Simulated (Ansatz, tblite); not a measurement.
**[(Cl)3Ti]2S (Ti2SCl6): one state, many levels**

One table from this session's results is given with a row withheld; the runs are named, their logs left out.

Computed with Ansatz 0.2.0, Gaussian basis. Level: as each input shows.

The runs, in order: GFN1-xTB, GFN2-xTB, PBE-D4/def2-TZVP, r2SCAN-D4/def2-TZVP, B2PLYP/def2-TZVP, r2SCANh-D4/def2-TZVP, ωB97X-V/def2-TZVP, PBE-D4/def2-SVP, PBE0-D4/def2-SVP, PBE0-D4/def2-TZVPD, PBE-D4/def2-TZVPD, B2PLYP/def2-TZVPD, MP2/def2-SVP, RPA/def2-SVP.

2 further runs of the same task are left out: 2 set aside as unsound or not needed.

**The relaxed structure**

The singlet was relaxed beforehand with r2SCAN-D4/def2-SVP.

9 atoms, charge 0, spin multiplicity 1.

Bond lengths: Ti1–Cl2 2.169 Å, Ti1–Cl3 2.164 Å, Ti1–Cl4 2.172 Å, Ti1–S5 2.264 Å, S5–Ti6 2.264 Å, Ti6–Cl7 2.164 Å, Ti6–Cl8 2.169 Å, Ti6–Cl9 2.172 Å. Angles: Cl2–Ti1–Cl3 109.5°, Cl2–Ti1–Cl4 111.0°, Cl2–Ti1–S5 110.5°, Cl3–Ti1–Cl4 110.0°, Cl3–Ti1–S5 105.9°, Cl4–Ti1–S5 109.7°, Ti1–S5–Ti6 102.0°, S5–Ti6–Cl7 105.9°, S5–Ti6–Cl8 110.5°, S5–Ti6–Cl9 109.7°, Cl7–Ti6–Cl8 109.5°, Cl7–Ti6–Cl9 110.1°, Cl8–Ti6–Cl9 111.0°.

No spin-orbit coupling is included.

PBE0-D4/def2-TZVP was run before; its log isn't repeated, and its numbers join the tables.

The first run:

Tight binding, by tblite at 300 K electronic temperature and without a spin-polarisation term:

```python
tblite.interface.Calculator('GFN1-xTB', numbers, positions, charge=0, uhf=0).singlepoint()
```

Tight binding, by tblite at 300 K electronic temperature and without a spin-polarisation term:

```python
tblite.interface.Calculator('GFN2-xTB', numbers, positions, charge=0, uhf=0).singlepoint()
```

start.molden holds the orbitals of an earlier run on this state, given as this run's starting guess.

Contents of in.yaml:

```yaml
crystal:
  periodic: [false, false, false]
  atoms:
    - {symbol: Ti, position_ang: [-0.893770, -1.341894, 0.712601]}
    - {symbol: Cl, position_ang: [-0.318247, -1.170282, 2.796643]}
    - {symbol: Cl, position_ang: [-1.624772, -3.341910, 0.325947]}
    - {symbol: Cl, position_ang: [-2.417748, 0.119632, 0.202298]}
    - {symbol: S, position_ang: [0.906742, -1.069478, -0.631910]}
    - {symbol: Ti, position_ang: [1.027639, 1.184133, -0.805873]}
    - {symbol: Cl, position_ang: [3.078309, 1.628444, -1.336242]}
    - {symbol: Cl, position_ang: [-0.296688, 1.897118, -2.368464]}
    - {symbol: Cl, position_ang: [0.538544, 2.094246, 1.105009]}
basis:
  gaussian: {orbitals: def2-TZVP, initial_orbitals: start.molden}
hamiltonian: {xc: pbe, dispersion: d4}
scf: {omitted_lower_state_checks: [starts]}
output: {forces: true, orbitals: {seedname: orbitals}}
```

Run with:

```console
> ansatz run in.yaml --threads 4 --pin off --events-out ev --progress --plain --max-ram 8704MiB
```

Among the steps run: PBE-D4/def2-TZVP; r2SCAN-D4/def2-TZVP; B2PLYP/def2-TZVP; r2SCANh-D4/def2-TZVP; ωB97X-V/def2-TZVP; PBE-D4/def2-SVP; PBE0-D4/def2-SVP; PBE0-D4/def2-TZVPD; PBE-D4/def2-TZVPD; B2PLYP/def2-TZVPD; MP2/def2-SVP; RPA/def2-SVP.

One table of the session follows, with a row left open; its other results are not shown here.

It belongs to the step «Binding energy». 

| level | binding an atom (eV) |
| --- | --- |
| HF/def2-SVP | 2.080 |
| PBE-D4/def2-SVP | 4.168 |
| PBE0-D4/def2-SVP | ? |
| PBE0-D4/def2-TZVP | 3.795 |
| PBE0-D4/def2-TZVPD | 3.792 |
| ωB97X-V/def2-TZVP | 3.700 |
| B2PLYP/def2-TZVP | 3.727 |
| B2PLYP/def2-TZVPD | 3.728 |
| RPA/def2-SVP | 3.161 |
| MP2/def2-SVP | 3.669 |

**Question.** Estimate the row for PBE0-D4/def2-SVP.

The run gave: binding an atom (eV): 3.793. In the column «binding an atom (eV)» it lies between PBE0-D4/def2-TZVPD (3.792) and PBE0-D4/def2-TZVP (3.795).

Limits of these values: Free atoms were run apart at each level; binding is atoms less cluster, divided by the number of atoms, without zero-point or spin-orbit terms.
